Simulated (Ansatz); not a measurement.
What does this script print? It uses Ansatz 0.2.0, Python API.

`geh5nsn_tae.py`:
```python
"""Energy to split GeH5NSn into its atoms."""

from collections import Counter

import ansatz

BASIS_SET = "def2-SVPD"
XC = "r2SCAN"
DISPERSION = "d4"


def total_energy(molecule, charge=0, unpaired=0):
    calc = molecule.calculation().basis(gaussian=BASIS_SET).functional(XC, dispersion=DISPERSION)
    if charge:
        calc = calc.charge(charge)
    if unpaired:
        calc = calc.spin("collinear", total=unpaired)
    report = calc.run().report
    if report["published_state_doubts"]:
        print("  doubts:", report["published_state_doubts"])
    return report["free_energy_ev"]

geometry_ang = [
    ("N", (-0.5919, -0.3139, -0.8815)),
    ("Ge", (-0.1766, 1.3143, -0.0531)),
    ("Sn", (0.7385, -1.0624, 0.3778)),
    ("H", (-1.5, -0.5338, -0.5188)),
    ("H", (0.6691, 2.2139, -1.008)),
    ("H", (-1.3012, 1.818, 0.8927)),
    ("H", (2.2368, -1.5072, -0.497)),
    ("H", (0.0174, -1.9859, 1.6321)),
]
molecule = ansatz.Crystal.molecule()
for symbol, xyz in geometry_ang:
    molecule = molecule.atom(symbol, xyz)

# unpaired electrons of the ground-state atoms
unpaired = {"N": 3, "Ge": 2, "Sn": 2, "H": 1}
counts = Counter(site.symbol for site in molecule.cartesian_sites)
atom_energy = {s: total_energy(ansatz.Crystal.molecule().atom(s, (0, 0, 0)), 0, unpaired[s]) for s in counts}
whole = total_energy(molecule, 0, 0)
for s, e in atom_energy.items():
    print(f"{s:2s} x{counts[s]}  {e:14.5f} eV")
print(f"GeH5NSn: {whole:.5f} eV")
split = sum(counts[s] * e for s, e in atom_energy.items()) - whole
print(f"atomisation energy (no zero-point term): {96.485332 * split:.1f} kJ/mol, {split / sum(counts.values()):.3f} eV an atom")
```

```console
$ python geh5nsn_tae.py
N  x1     -1483.46268 eV
Ge x1    -56508.48411 eV
Sn x1     -5832.11368 eV
H  x5       -13.58417 eV
GeH5NSn: -63912.08100 eV
atomisation energy (no zero-point term): 1939.3 kJ/mol, 2.512 eV an atom
```

1939.3 kJ/mol from the electronic energies, without the zero-point term.

Notes:
- Total energies depend on the basis set; only differences at equal settings carry meaning.
- The geometry is a force-field or estimated start, not a minimum of this method, and the basis set is short of its limit. All parts are taken at fixed geometry, without zero-point energy.
- def2 sets replace the cores of elements past krypton by effective core potentials.
- The spin-orbit lowering of heavy atoms is left out.
- It ran for 16 s on 1 thread of Arm Neoverse V1 (shared host), peak memory 0.23 GiB.
